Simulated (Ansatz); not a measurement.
# The copper atom: one species, many methods

One table from this session's results is given with a row withheld; the runs are named, their logs left out.

Program: Ansatz 0.2.0, Gaussian basis. Level of theory: functionals in def2-TZVPP, the program's frozen cores in correlated methods. These are calculated values, not measurements.

Plan: LDA (SPW92), PBE, revPBE, BLYP, r2SCAN, B97M-V, PBE0, B3LYP, r2SCANh, r2SCAN0, HSE06, BHLYP, CAM-B3LYP, LC-ωPBE, ωB97X-V, ωB97M-V, B2PLYP, PBE-QIDH; CCSD(T)/def2-SVP; CCSD(T)/def2-TZVPP; CCSD(T)/def2-QZVPP; extrapolation to the limit; RPA on PBE.

## The atom

SMILES `[Cu]`, 1 atom, charge 0, spin multiplicity 2.

The first run:

in.yaml

```yaml
crystal:
  periodic: [false, false, false]
  atoms:
    - {symbol: Cu, position_ang: [0.000000, 0.000000, 0.000000]}
basis:
  gaussian: {orbitals: def2-TZVPP}
magnetization: {spin_polarized: true, initial_magnetization: 1}
hamiltonian: {xc: lda}
output: {orbitals: {seedname: orbitals}}
```

Among the steps run: LDA; PBE (GGA); revPBE (GGA); BLYP (GGA); r2SCAN (meta-GGA); B97M-V (meta-GGA); PBE0 (hybrid); B3LYP (hybrid); r2SCANh (hybrid); r2SCAN0 (hybrid); HSE06 (hybrid); BHLYP (hybrid); CAM-B3LYP (range-separated); LC-ωPBE (range-separated); ωB97X-V (range-separated); ωB97M-V (range-separated); B2PLYP (double hybrid); PBE-QIDH (double hybrid).

One of the session's tables, all rows but one given; the rest of the session is left out.

It belongs to the step «Frontier levels by functional». Levels, from each run's orbital file (highest filled and lowest empty over both spins):

```
 functional  HOMO (eV)  LUMO (eV)  gap (eV)
LDA (SPW92)      -5.02      -4.20      0.82
        PBE      -4.85      -3.88      0.97
     revPBE      -4.79      -3.77      1.03
       BLYP      -4.76      -4.08      0.67
     r2SCAN      -5.13      -3.34      1.80
     B97M-V      -4.61      -3.77      0.83
       PBE0      -5.39      -2.67      2.72
      B3LYP          ?          ?         ?
    r2SCANh      -5.35      -2.94      2.41
    r2SCAN0      -5.65      -2.40      3.26
      HSE06      -4.99      -3.05      1.94
      BHLYP      -5.85      -2.00      3.85
  CAM-B3LYP      -6.54      -1.99      4.55
    LC-ωPBE      -7.59      -0.40      7.19
    ωB97X-V      -7.17      -0.73      6.45
    ωB97M-V      -7.19      -1.33      5.86
```

Q: Estimate the row for B3LYP from the others.

Worked estimate for «HOMO (eV)». Against the share of exact exchange, BLYP (0, -4.76), BHLYP (0.5, -5.85) give a slope of -2.18 per unit share; at 0.2 the line stands at -5.20.

As computed: HOMO (eV): -5.34; LUMO (eV): -3.30; gap (eV): 2.04. In «HOMO (eV)» the line misses by +0.14.
